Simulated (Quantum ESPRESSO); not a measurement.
Ti2BN:

```
Ti B N
1.0
     3.00945    0.00000    0.00000
    -1.50473    2.60626    0.00000
     0.00000    0.00000    5.82634
Ti B N
2 1 1
Direct
  0.00000 0.00000 0.25656
  0.00000 0.00000 0.74344
  0.00000 0.00000 0.50000
  0.00000 0.00000 0.00000
```

The cell was built by a generator and needn't be a form met in nature.

- Program: Quantum ESPRESSO 7.5
- Task: phonons
- Functional: PBE
- Potentials or basis: SSSP 1.3 efficiency PBE
- Cutoff: 816 eV
- Density cutoff: 6531 eV
- k mesh: 6 × 6 × 2, shifted
- Occupations: fermi-dirac, width 0.05 eV
- Spin: no spin polarisation
- Mixing beta: 0.5
- Most SCF iterations: 120
- SCF threshold: 8e-10 Ry

The atoms were relaxed first, and the response was taken there.

```yaml
crystal:
  lattice:
    - [3.00945, 0.00000, 0.00000]
    - [-1.50473, 2.60626, 0.00000]
    - [0.00000, 0.00000, 5.82634]
  atoms:
    - { symbol: Ti, position: [0.00000, 0.00000, 0.25174] }
    - { symbol: Ti, position: [0.00000, 0.00000, 0.74826] }
    - { symbol: B, position: [0.00000, 0.00000, 0.50000] }
    - { symbol: N, position: [0.00000, 0.00000, 0.00000] }
```

Q: Which optical modes does the crystal have at the zone centre, and which show in infrared and Raman spectra?

A: The optical modes are 2E1u + E1g + A1g + 2A2u. Infrared active: 2E1u + 2A2u. Raman active: E1g + A1g.

Optical modes at Γ, degenerate ones joined:
```
cm⁻¹  components  symmetry  active in
768i           2       E1u         IR
496i           2       E1g      Raman
425i           2       E1u         IR
 942           1       A1g      Raman
1375           1       A2u         IR
1678           1       A2u         IR
```

Caveat: the k mesh is coarse (spacing up to 0.54 Å⁻¹), so the values aren't converged; the mesh is thin for the phonons of a metal; some modes are imaginary; the cell is more than 3 GPa from zero pressure, which shifts response properties.
